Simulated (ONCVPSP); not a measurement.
# Pseudopotential generation for germanium: ONCV, PBE

Task: generate the file, and judge it by its errors in other configurations, its logarithmic derivatives, its ghosts and its cutoff.

Program: ONCVPSP 4.0.1.1 (patched build). Reference atom: PBE, scalar-relativistic, spherical and spin-unpolarised. All values are calculated.

**1. The design**

The settings as typed:

| Quantity | Value |
| --- | --- |
| element | germanium (Ge, Z = 32) |
| type | optimised norm-conserving Vanderbilt (ONCV) |
| frozen core | [Ne] |
| valence charge | 22 |
| reference configuration | 3s2 3p6 3d10 4s2 4p2 |
| partial waves | 3s+4s: rc 1.05 bohr, ncon 4, nbas 8, qcut 9 1/bohr, 2 projectors; 3p+4p: rc 0.95 bohr, ncon 4, nbas 7, qcut 17.8 1/bohr, 2 projectors; 3d: rc 0.95 bohr, ncon 4, nbas 8, qcut 17.8 1/bohr, local |
| local potential | the d channel |
| core correction | polynomial model core, fcfact 0.65 |

The outer shells as boxes (Hund's rule for the drawing; the calculation is spin-unpolarised):

```
[Ne] core
3s [↑↓]
3p [↑↓][↑↓][↑↓]
3d [↑↓][↑↓][↑↓][↑↓][↑↓]
4s [↑↓]
4p [↑ ][↑ ][  ]
```

The nodes and maxima of the atom's own shells, from an earlier all-electron run, set the scale for the radii.

All-electron outer shells of the reference configuration (PBE, scalar-relativistic, ld1.x):

```csv
shell,level (eV),outermost node (bohr),outermost maximum (bohr)
2s,-1371.79,0.06,0.18
2p,-1198.71,–,0.14
3s,-168.49,0.26,0.54
3p,-115.62,0.23,0.54
3d,-29.31,–,0.50
4s,-11.73,0.77,1.75
4p,-3.90,0.82,2.22
```

**2. Generating the potential**

Input file Ge.dat:

```
# ATOM AND REFERENCE CONFIGURATION
# atsym  z   nc   nv     iexc    psfile
  Ge 32.00    3    5        4      upf
#
#   n    l    f
    1    0    2.00
    2    0    2.00
    2    1    6.00
    3    0    2.00
    3    1    6.00
    3    2   10.00
    4    0    2.00
    4    1    2.00
#
# PSEUDOPOTENTIAL AND OPTIMIZATION
# lmax
    2
#
#   l,   rc,      ep,       ncon, nbas, qcut
    0    1.05    0.00    4    8    9.00
    1    0.95    0.00    4    7   17.80
    2    0.95    0.00    4    8   17.80
#
# LOCAL POTENTIAL
# lloc, lpopt,  rc(5),   dvloc0
    2    5    0.95    0.00
#
# VANDERBILT-KLEINMAN-BYLANDER PROJECTORs
# l, nproj, debl
    0    2    0.50
    1    2    2.90
    2    0    2.80
#
# MODEL CORE CHARGE
# icmod, fcfact, rcfact
    1    0.65    0.00
#
# LOG DERIVATIVE ANALYSIS
# epsh1, epsh2, depsh
   -8.00    5.00    0.04
#
# OUTPUT GRID
# rlmax, drl
    6.00    0.01
#
# TEST CONFIGURATIONS
# ncnf
    4
# nvcnf
#   n    l    f
    5
    3    0    2.00
    3    1    6.00
    3    2   10.00
    4    0    2.00
    4    1    1.00
#
    5
    3    0    2.00
    3    1    6.00
    3    2   10.00
    4    0    2.00
    4    1    0.00
#
    5
    3    0    2.00
    3    1    6.00
    3    2   10.00
    4    0    1.00
    4    1    0.00
#
    5
    3    0    2.00
    3    1    6.00
    3    2   10.00
    4    0    0.00
    4    1    4.00
#
```

Started as:

```console
oncvpsp.x < Ge.dat > Ge.out
```

Before running it: what results should come out? Wanted: cutoffs for 1 and 0.1 mHa per electron, occupied waves; bound ghosts; GHOST(+) flags; largest test error; largest phase difference near zero energy, channels read; rms error of d²Exc/dn², without and with the model core.

**Answer**, as computed:

| quantity | value |
| --- | --- |
| cutoffs for 1 and 0.1 mHa per electron, occupied waves | 120 Ha and 134 Ha |
| bound ghosts | none found |
| GHOST(+) flags | s at 1001 eV |
| largest test error (AE − PS) | -4.9 meV, for 3s2 3p6 3d10 4s1 4p0 |
| largest phase difference near zero energy, channels read | 0.010 rad |
| rms error of d²Exc/dn², without and with the model core | 2.65 and 1.78 mHa |

What this shows: By total energies transferability is very good: the largest error is 4.9 meV on 57.7 eV, for 3s2 3p6 3d10 4s1 4p0. The potential is very hard: the looser tolerance needs 120 Ha. At the looser tolerance the 3d wave is the slowest; 3p needs 60 Ha. The program's ghost test flags no bound state. Near zero energy the phases of the channels with partial waves agree within 0.010 rad. The program also flags highly localised states, GHOST(+) (s). All of this concerns the isolated atom, not yet a solid.
